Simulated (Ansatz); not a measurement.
# Ge2Sb2Te5: the cost of one run

Program: Ansatz 0.2.0. Level of theory: DFT r2SCAN+D3(BJ), scalar-relativistic, plane waves, PAW. These are calculated values, not measurements.

## (1) The structure to begin with

The structure is trigonal, space group P-3m1 (No. 164). Conventional cell: a = 4.265 Å, b = 4.265 Å, c = 17.999 Å, α = 90.00°, β = 90.00°, γ = 120.00°. Around Ge (site symmetry 3m) lie 6 Te at 2.84 to 3.30 Å. Sb (site symmetry 3m) is surrounded by 6 Te at 3.02 to 3.19 Å. Around Te (site symmetry -3m) lie 6 Sb at 3.19 Å. Around Te (site symmetry 3m) lie 3 Sb at 3.02 Å and 3 Ge at 3.30 Å. Te (site symmetry 3m) is surrounded by 3 Ge at 2.84 Å.

Coordinates:

```xyz
9
Lattice="4.2648 0.0000 0.0000 -2.1324 3.6935 0.0000 0.0000 0.0000 17.9991" Properties=species:S:1:pos:R:3 pbc="T T T"
Ge    0.0000    0.0000    5.9802
Ge    0.0000    0.0000   12.0189
Sb    0.0000    2.4623    2.0277
Sb    2.1324    1.2312   15.9714
Te    0.0000    0.0000    0.0000
Te    0.0000    2.4623   14.2212
Te    2.1324    1.2312    3.7779
Te    0.0000    2.4623    7.3984
Te    2.1324    1.2312   10.6007
```

The structure rests on an entry of the Materials Project (structure only); cell or positions may have been set otherwise for this series.

## (2) Relaxing cell and atoms: Ge2Sb2Te5, no spin

Input file input.yaml:

```yaml
crystal:
  lattice:
    - [4.2648321257, 0.0, 0.0]
    - [-2.1324160628, 3.6934529637, 0.0]
    - [0.0, 0.0, 17.999105]
  atoms:
    - { symbol: Ge, position: [0.0, 0.0, 0.332252] }
    - { symbol: Ge, position: [0.0, 0.0, 0.667748] }
    - { symbol: Sb, position: [0.33333333, 0.66666667, 0.112658] }
    - { symbol: Sb, position: [0.66666667, 0.33333333, 0.887342] }
    - { symbol: Te, position: [0.0, 0.0, 0.0] }
    - { symbol: Te, position: [0.33333333, 0.66666667, 0.790108] }
    - { symbol: Te, position: [0.66666667, 0.33333333, 0.209892] }
    - { symbol: Te, position: [0.33333333, 0.66666667, 0.411045] }
    - { symbol: Te, position: [0.66666667, 0.33333333, 0.588955] }
scf:
  occupations: { method: gaussian, width: 0.05 }
output:
  forces: true
  stress: true
hamiltonian:
  xc: r2scan
  dispersion: d3bj
kpoints:
  mp_grid: { grid: [10, 10, 2] }
relax:
  f_tol: 0.002
  cell: { stress_tol: 0.02 }
```

Started as:

```bash
$ ansatz run input.yaml --threads 8 --pin off --max-ram 20480MiB --backend cpu --events-out ev --progress --plain --runs-dir out
```

What time and memory should one allow on 8 threads of Intel Xeon at 2.50GHz (Skylake/Cascade Lake), shared host?

About 2.4 min, with a peak of 2.5 GiB.
